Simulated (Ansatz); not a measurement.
# GaO4: the cost of one run

Program: Ansatz 0.2.0. Level of theory: DFT PBE, scalar-relativistic, plane waves, PAW. These are calculated values, not measurements.

1 further run of the same task is left out (it didn't finish).

### 1 Starting point

It takes space group P-43m (No. 215, cubic). The conventional cell has a = 4.067 Å, b = 4.067 Å, c = 4.067 Å, α = 90.00°, β = 90.00°, γ = 90.00°. Around Ga (site symmetry -43m) lie 4 O at 1.72 Å. O (site symmetry 3m) has 1 Ga at 1.72 Å in its first shell of neighbours.

As a file:

```xyz
5
Lattice="4.0666 0.0000 0.0000 0.0000 4.0666 0.0000 0.0000 0.0000 4.0666" Properties=species:S:1:pos:R:3 pbc="T T T"
Ga    0.0000    0.0000    0.0000
O     0.9914    3.0753    3.0753
O     3.0753    0.9914    3.0753
O     3.0753    3.0753    0.9914
O     0.9914    0.9914    0.9914
```

A structure generator made this guess: species swapped into a database cell of SnI4 (P-43m, No. 215), with Ga on the Sn sites and O on the I sites. The dimensions are guesses.

### 2 Probe: one point on a coarse mesh

The input, input.yaml:

```yaml
crystal:
  lattice:
    - [4.06661672, 0.0, 0.0]
    - [0.0, 4.06661672, 0.0]
    - [0.0, 0.0, 4.06661672]
  atoms:
    - { symbol: Ga, position: [0.0, 0.0, 0.0] }
    - { symbol: O, position: [0.24378108, 0.75621892, 0.75621892] }
    - { symbol: O, position: [0.75621892, 0.24378108, 0.75621892] }
    - { symbol: O, position: [0.75621892, 0.75621892, 0.24378108] }
    - { symbol: O, position: [0.24378108, 0.24378108, 0.24378108] }
basis:
  ecutwfc: 420
kpoints:
  mp_grid: { grid: [4, 4, 4] }
hamiltonian:
  xc: pbe
scf:
  occupations: { method: gaussian, width: 0.1 }
  lower_state_search: "off"
output:
  forces: true
  stress: true
  eigenvalues: true
```

On the command line:

```sh
ansatz run input.yaml --threads 1 --pin off --max-ram 2560MiB --backend cpu --events-out ev --progress --plain --runs-dir out
```

What time and memory should one allow on 1 thread of Arm Neoverse V2, shared host?

About 1.5 s, with a peak of 0.3 GiB.
